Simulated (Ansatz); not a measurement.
# AlGaO (quintet): from Hartree-Fock to the top rungs, cc-pVDZ

One table from this session's results is given with a row withheld; the runs are named, their logs left out.

Computed with Ansatz 0.2.0, Gaussian basis. Level: cc-pVDZ, core rule «outside noble gas», up to 20 orbitals frozen.

Plan: UHF; CCSD(T) on ROHF; CCSD(T) on UHF; BCCD(T) on ROHF; CISD; CCSDT(Q) on ROHF; CCSDT(Q) on UHF.

35 further runs of the same task are left out: 12 for a known fault of the program, 13 that didn't finish, 10 set aside as unsound or not needed.

**What is computed**

The geometry is a PBE0/def2-TZVP stationary point (not a proven minimum) of the parent state, kept for this charge and spin. No spin-orbit coupling is included. The filled d shell of Ga may be among the frozen orbitals whatever the setting's name suggests; the logs give the count.

3 atoms, charge 0, spin multiplicity 5.

Atoms are counted from 1 here; the program's logs count them from 0.

Bond lengths: Al1–O2 1.696 Å, O2–Ga3 1.801 Å. Angles: Al1–O2–Ga3 180.0°.

Set-up of the first run:

in.yaml

```yaml
crystal:
  periodic: [false, false, false]
  atoms:
    - {symbol: Al, position_ang: [0.000000, 0.000000, 1.730700]}
    - {symbol: O, position_ang: [0.000000, 0.000000, 0.035000]}
    - {symbol: Ga, position_ang: [0.000000, 0.000000, -1.765700]}
basis:
  gaussian: {orbitals: cc-pVDZ}
magnetization: {spin_polarized: true, initial_magnetization: 4}
hamiltonian: {xc: hf}
output: {orbitals: {seedname: orbitals}}
```

On the command line:

```console
$ ansatz run in.yaml --threads 1 --pin off --events-out ev --progress --plain --max-ram 2393MiB
```

Steps of the session up to this table: UHF; CCSD(T) on ROHF; CCSD(T) on UHF; BCCD(T) on ROHF; CISD; CCSDT(Q) on ROHF; CCSDT(Q) on UHF.

One of the session's tables, all rows but one given; the rest of the session is left out.

```
   method  from RCCSDT(Q) (kJ/mol)
     ROHF                   +670.9
     RMP2                    +55.3
     UMP2                    +68.9
    RCCSD                    +35.1
    UCCSD                    +43.9
 RCCSD(T)                    +12.7
 UCCSD(T)                     +6.5
  BCCD(T)                        ?
   RCCSDT                     +5.2
   UCCSDT                     +3.4
RCCSDT(Q)                        0
UCCSDT(Q)                     -3.1
```

Estimate the missing values for BCCD(T).

As computed: from RCCSDT(Q) (kJ/mol): +11.5. In the column «from RCCSDT(Q) (kJ/mol)» it lies between UCCSD(T) (+6.5) and RCCSD(T) (+12.7).

Not comparable, so not listed: CISD (they don't share determinant, frozen orbitals or solution with the rows shown, or repeat one).

Caveats from the session: The report flags that the cluster equations may have other roots. Left out of the table: UHF (another determinant or state than the rows shown). The program flags UCCSD(T), RCCSDT(Q), UCCSDT(Q) as in doubt, so the zero of the table is itself unsure. Warnings: coupled cluster took another determinant than the lowest. Restricted and unrestricted rows rest on different reference determinants; where their highest levels disagree by more than a few hundredths of an eV, they describe different states and don't form one ladder.
